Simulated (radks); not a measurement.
**Al in [Ne] 3s2 3p1: an all-electron calculation**

One table from this session's results is given with a row withheld; the runs are named, their logs left out.

The numbers are computed with radks (a radial shooting solver on a logarithmic mesh, Libxc functionals) version 1 (scalar-relativistic Kohn-Sham, OLYP, spin-polarised, spherical densities, point nucleus; open shells are filled with parallel spins first), except any that are marked as measured or tabulated.

## The atom as given

| Property | Result |
| --- | --- |
| element | aluminium (Z = 13) |
| charge | 0 |
| electrons | 13 |
| configuration | [Ne] 3s2 3p1 |

The outer shells:

Al
```
[Ne] core
3s [↑↓]
3p [↑ ][  ][  ]
```

The first run:

Settings of this run:

```text
Z 13
configuration [Ne] 3s2 3p1 4s0 3d0 4p0 4f0
relativity scalar-relativistic
functional optx,lyp
spin polarised
nucleus point
c 137.035999084
```

One table of the session follows, with a row left open; its other results are not shown here.

It belongs to the step «Shells». Radial moments (bohr):

| level | <r> | outermost maximum (interpolated) | 90 % within | nodes |
| --- | --- | --- | --- | --- |
| 1s up | 0.1202 | 0.0784 | 0.215 | 0 |
| 1s down | 0.1202 | 0.0784 | 0.215 | 0 |
| 2s up | 0.6238 | 0.497 | 0.985 | 1 |
| 2s down | ? | ? | ? | ? |
| 2p up | 0.6009 | 0.429 | 1.01 | 0 |
| 2p down | 0.6013 | 0.429 | 1.01 | 0 |
| 3s up | 2.551 | 2.12 | 3.88 | 2 |
| 3s down | 2.571 | 2.10 | 3.97 | 2 |
| 3p up | 3.403 | 2.63 | 5.43 | 1 |
| 3p down | 3.756 | 2.64 | 6.19 | 1 |

Q: Estimate the row for 2s down from the others.

As computed: <r>: 0.6241; outermost maximum (interpolated): 0.497; 90 % within: 0.986; nodes: 1. In the column «<r>» it lies between 2s up (0.6238) and 3s up (2.551).

Limits of these values: Open shells are spherical and high-spin; term and fine-structure splittings are not resolved.
